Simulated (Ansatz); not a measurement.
# NaCdIn: the cost of one run

Computed with Ansatz 0.2.0 (DFT PBE, scalar-relativistic, plane waves, PAW, unless a step names another level, unless a step's input says otherwise).

**1. Starting point**

It takes space group P-6m2 (No. 187, hexagonal). Conventional cell: a = 5.139 Å, b = 5.139 Å, c = 3.404 Å, α = 90.00°, β = 90.00°, γ = 120.00°. Na (site symmetry -6m2) has 2 Na at 3.40 Å and 6 In at 3.42 Å and 6 Cd at 3.42 Å as nearest neighbours. Cd (site symmetry -6m2) is surrounded by 3 In at 2.97 Å and 2 Cd at 3.40 Å. In (site symmetry -6m2) is surrounded by 3 Cd at 2.97 Å and 2 In at 3.40 Å.

Structure file:

```xyz
3
Lattice="5.1395 0.0000 0.0000 -2.5697 4.4509 0.0000 0.0000 0.0000 3.4040" Properties=species:S:1:pos:R:3 pbc="T T T"
Na    0.0000    0.0000    0.0000
Cd    2.5697    1.4836    1.7020
In    0.0000    2.9673    1.7020
```

It is the end of an earlier relaxation with the same method, from a generated guess; it needn't be the stable form of this composition. At a tolerance of 0.05 Å it has space group P-6m2 (No. 187); it has 25.96 Å³/atom, an uncorrected energy of -0.14 eV/atom over the elements.

**2. Static run: bands, density of states and charges**

input.yaml reads:

```yaml
crystal:
  lattice:
    - [5.1394625498, 2.8e-09, 0.0]
    - [-2.5697312773, 4.4509051285, 0.0]
    - [0.0, 0.0, 3.4040272108]
  atoms:
    - { symbol: Na, position: [0.0, 0.0, 0.0] }
    - { symbol: Cd, position: [0.6666666667, 0.3333333333, 0.5] }
    - { symbol: In, position: [0.3333333333, 0.6666666667, 0.5] }
basis:
  ecutwfc: 420
kpoints:
  mp_grid: { grid: [12, 12, 14] }
  band_path:
    path:
      - [[0.0, 0.0, 0.0], [0.5, 0.0, 0.0], [0.33333333, 0.33333333, 0.0], [0.0, 0.0, 0.0], [0.0, 0.0, 0.5], [0.5, 0.0, 0.5], [0.33333333, 0.33333333, 0.5], [0.0, 0.0, 0.5]]
      - [[0.5, 0.0, 0.5], [0.5, 0.0, 0.0]]
      - [[0.33333333, 0.33333333, 0.5], [0.33333333, 0.33333333, 0.0]]
    npoints: 14
hamiltonian:
  xc: pbe
scf:
  occupations: { method: gaussian, width: 0.1 }
  n_extra_bands: 7
output:
  forces: true
  stress: true
  eigenvalues: true
  populations: true
  dos: { projected: true, de: 0.02, nscf_kmesh: { grid: [15, 15, 17] } }
  bader: true
  write_density: true
  write_potential: true
  elf: true
  volumetric_format: npy
```

Started as:

```console
$ ansatz run input.yaml --threads 1 --pin off --max-ram 2560MiB --backend cpu --events-out ev --progress --plain --runs-dir out
```

**Question.** How long does this run take on 1 thread of Intel Xeon Platinum 8375C at 2.90GHz (Ice Lake), shared host, and how much memory does it need?

About 69 s, with a peak of 0.65 GiB.
